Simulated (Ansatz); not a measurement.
# C2H7AlSSi: the cost of one run

Computed with Ansatz 0.2.0, Gaussian basis. Level: functionals in def2-TZVPP, the program's frozen cores in correlated methods.

The runs, in order: PBE-D4, r2SCAN-D4, PBE0-D4, B3LYP-D4, ωB97X-V, ωB97M-V, B2PLYP; CCSD(T)/def2-TZVPP; MP2/def2-QZVPP; extrapolation to the limit.

### 1 The geometry

All runs share one geometry, relaxed beforehand with PBE0-D4 in a triple-zeta def2 set.

SMILES `[AlH2][C@H]1C[Si@@H]1S`, 12 atoms, charge 0, spin multiplicity 1.

Atoms are counted from 1 here; the program's logs count them from 0.

Bond lengths: Al1–C2 1.914 Å, Al1–H6 1.586 Å, Al1–H7 1.589 Å, C2–C3 1.541 Å, C2–Si4 1.876 Å, C2–H8 1.090 Å, C3–Si4 1.834 Å, C3–H9 1.086 Å, C3–H10 1.086 Å, Si4–S5 2.117 Å, Si4–H11 1.480 Å, S5–H12 1.345 Å. Angles: C2–Al1–H6 118.9°, C2–Al1–H7 119.1°, H6–Al1–H7 121.8°, Al1–C2–C3 127.2°, Al1–C2–Si4 107.8°, Al1–C2–H8 116.5°, C3–C2–Si4 64.0°, C3–C2–H8 114.5°, Si4–C2–H8 110.9°, C2–C3–Si4 66.9°, C2–C3–H9 115.8°, C2–C3–H10 116.7°, Si4–C3–H9 117.7°, Si4–C3–H10 119.0°, H9–C3–H10 113.2°, C2–Si4–C3 49.1°, C2–Si4–S5 116.4°, C2–Si4–H11 118.8° and more.

Coordinates:

```xyz
12
charge 0, multiplicity 1
Al   -0.0430    0.7343    2.0820
C    -0.4995    0.7078    0.2237
C     0.4551    0.8839   -0.9735
Si    0.1931   -0.8717   -0.5133
S    -1.1755   -2.1000   -1.5616
H    -1.1936    0.5361    3.1560
H     1.4865    0.8383    2.5019
H    -1.5558    0.8204   -0.0192
H    -0.0004    1.2382   -1.8930
H     1.4173    1.3446   -0.7680
H     1.2585   -1.5917    0.2189
H    -0.2657   -2.5952   -2.4199
```

### 2 PBE-D4 (GGA)

The input, in.yaml:

```yaml
crystal:
  periodic: [false, false, false]
  atoms:
    - {symbol: Al, position_ang: [-0.042979, 0.734260, 2.081955]}
    - {symbol: C, position_ang: [-0.499514, 0.707820, 0.223688]}
    - {symbol: C, position_ang: [0.455057, 0.883930, -0.973507]}
    - {symbol: Si, position_ang: [0.193147, -0.871719, -0.513308]}
    - {symbol: S, position_ang: [-1.175545, -2.099968, -1.561604]}
    - {symbol: H, position_ang: [-1.193613, 0.536063, 3.155994]}
    - {symbol: H, position_ang: [1.486479, 0.838273, 2.501909]}
    - {symbol: H, position_ang: [-1.555808, 0.820383, -0.019191]}
    - {symbol: H, position_ang: [-0.000385, 1.238167, -1.893029]}
    - {symbol: H, position_ang: [1.417296, 1.344554, -0.767993]}
    - {symbol: H, position_ang: [1.258480, -1.591722, 0.218862]}
    - {symbol: H, position_ang: [-0.265713, -2.595241, -2.419876]}
basis:
  gaussian: {orbitals: def2-TZVPP}
hamiltonian: {xc: pbe, dispersion: d4}
output: {forces: true, orbitals: {seedname: orbitals}}
```

Launch:

```
ansatz run in.yaml --threads 4 --pin off --events-out ev --progress --plain --max-ram 10444MiB
```

Q: Estimate wall time and peak memory on 4 threads of Arm Neoverse V1, shared host.

About 3.6 s, with a peak of 0.45 GiB.
